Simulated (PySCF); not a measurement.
**The bond of BBr−, level by level**

An exercise on one series of results from a longer session: the logs are not shown, and one member is left open.

The runs use PySCF 2.14.0; B def2-TZVPPD, Br def2-TZVPPD, no relativity.

The first run:

The job is set up so:

```yaml
atoms: B, Br
charge: -1
basis: B def2-TZVPPD, Br def2-TZVPPD
Hamiltonian: no relativity
basis_functions: 94
electrons_treated: 41
masses_in_u: 11.0093, 78.9183
levels: PBE0, PBE, r²SCAN, TPSSh, BP86, BLYP, BHandHLYP, B2PLYP, ωB97X-V, HF, MP2, SCS-MP2, CCSD, CCSD(T)
grid: 80 radial by 434 angular points
occupations: held fixed by the projection of orbital angular momentum
dissociation_limit: B + Br−, each in its ground configuration
starting_distance_in_angstrom: 2.030
values_of_2S_to_try: 1, 3
```

Launch:

```sh
$ OMP_NUM_THREADS=2 python dia.py task.json out
```

Among the steps run: Set-up; The PBE0 curve of the state that the search chose; Other states along the same grid; PBE (GGA); r²SCAN; TPSSh (hybrid meta-GGA); BP86 (GGA); BLYP; BHandHLYP (global hybrid GGA); B2PLYP (double hybrid); ωB97X-V (range-separated hybrid); UHF; Adding correlation.

One table of the session follows, with a row left open; its other results are not shown here.

Energy (eV) from each level's lowest point:

```
R (Å)    UHF  UHF-MP2  UHF-SCS-MP2  UHF-CCSD  UHF-CCSD(T)
1.815  0.625    0.385        0.423       n/a          n/a
1.900  0.334    0.156        0.183     0.204        0.197
1.984      ?        ?            ?         ?            ?
2.048  0.083    0.005        0.013     0.019        0.016
2.111  0.035    0.000        0.000     0.000        0.000
2.174  0.010    0.016        0.009     0.003        0.006
2.259  0.000    0.061        0.043     0.031        0.038
2.364  0.011    0.139        0.109     0.089        0.102
2.491  0.042    0.247        0.203     0.176        0.198
2.660  0.096    0.395        0.334       n/a          n/a
```

Estimate the missing values for R (Å) = 1.984.

Worked estimate for «UHF». A straight line through the neighbours (1.900, 0.334) and (2.048, 0.083) gives 0.334 + (0.083 − 0.334) × (1.984 − 1.900) / (2.048 − 1.900) = 0.192; a parabola fitted to 4 rows on both sides gives 0.156.

The run gave: UHF: 0.161; UHF-MP2: 0.041; UHF-SCS-MP2: 0.057; UHF-CCSD: 0.068; UHF-CCSD(T): 0.064. In «UHF» the line misses by +0.031 and the parabola by -0.005.
